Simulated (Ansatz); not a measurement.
# C₂HGa+ (doublet): the correlation ladder, cc-pVDZ

An exercise on one series of results from a longer session: the logs are not shown, and one member is left open.

Method: cc-pVDZ, core rule «outside noble gas», up to 16 orbitals frozen; program: Ansatz 0.2.0, Gaussian basis.

To be run: UHF; CCSD(T) on ROHF; CCSD(T) on UHF; BCCD(T) on ROHF; CISD; CCSDT(Q) on ROHF; CCSDT(Q) on UHF; CASSCF and MRCISD+Q, 9 electrons in 9 orbitals; CASSCF and NEVPT2, 9 electrons in 9 orbitals.

26 further runs of the same task are left out: 3 for a known fault of the program, 7 that didn't finish, 16 set aside as unsound or not needed.

## The system

The geometry is a PBE0/def2-TZVP stationary point (not a proven minimum) of the parent state, kept for this charge and spin. No spin-orbit coupling is included. The filled d shell of Ga may be among the frozen orbitals whatever the setting's name suggests; the logs give the count.

4 atoms, charge 1, spin multiplicity 2.

Atoms are counted from 1 here; the program's logs count them from 0.

Bond lengths: C1–C2 1.234 Å, C2–Ga3 1.932 Å, Ga3–H4 1.589 Å. Angles: C1–C2–Ga3 153.4°, C2–Ga3–H4 118.5°.

Coordinates:

```
C     0.00000   -0.07963    2.46333
C     0.00000    0.27766    1.28218
Ga    0.00000   -0.05140   -0.62198
H     0.00000    1.19555   -1.60734
```

Set-up of the first run:

in.yaml

```yaml
crystal:
  periodic: [false, false, false]
  atoms:
    - {symbol: C, position_ang: [0.000000, -0.079629, 2.463328]}
    - {symbol: C, position_ang: [0.000000, 0.277658, 1.282178]}
    - {symbol: Ga, position_ang: [0.000000, -0.051396, -0.621976]}
    - {symbol: H, position_ang: [0.000000, 1.195550, -1.607336]}
basis:
  gaussian: {orbitals: cc-pVDZ}
total_charge: 1
magnetization: {spin_polarized: true, initial_magnetization: 1}
hamiltonian: {xc: hf}
output: {orbitals: {seedname: orbitals}}
```

The run is started by

```bash
ansatz run in.yaml --threads 1 --pin off --events-out ev --progress --plain --max-ram 2393MiB
```

Steps of the session up to this table: UHF; CCSD(T) on ROHF; CCSD(T) on UHF; BCCD(T) on ROHF; CISD; CCSDT(Q) on ROHF; CCSDT(Q) on UHF; CASSCF and MRCISD+Q, 9 electrons in 9 orbitals; CASSCF and NEVPT2, 9 electrons in 9 orbitals.

One of the session's tables, all rows but one given; the rest of the session is left out.

It belongs to the step «Misses and costs». 

```
           method  from RCCSDT(Q) (kcal/mol)
             ROHF                    +196.26
              UHF                    +182.40
             RMP2                     +26.90
             UMP2                     +43.26
            RCCSD                     +11.84
            UCCSD                     +11.90
         RCCSD(T)                      +1.85
         UCCSD(T)                      +3.22
          BCCD(T)                      +1.90
           RCCSDT                      +1.07
           UCCSDT                      +1.12
        RCCSDT(Q)                          0
        UCCSDT(Q)                          ?
  CASSCF frontier                    +106.70
  MRCISD frontier                      +9.44
MRCISD+Q frontier                      +1.59
```

**Question.** Estimate the row for UCCSDT(Q).

**Answer.** from RCCSDT(Q) (kcal/mol): -0.03. In the column «from RCCSDT(Q) (kcal/mol)» it is the lowest.

Not comparable, so not listed: CISD; CASSCF and NEVPT2, 9 electrons in 9 orbitals (they don't share determinant, frozen orbitals or solution with the rows shown, or repeat one).

Caveats from the session: The determinant is far from a pure spin state, so its energy mixes those of several spin states (harmless only where they are near-degenerate, as at dissociation). Restricted and unrestricted rows rest on different reference determinants; where their highest levels disagree by more than a few hundredths of an eV, they describe different states and don't form one ladder. Warnings in the runs' records: passed over end.
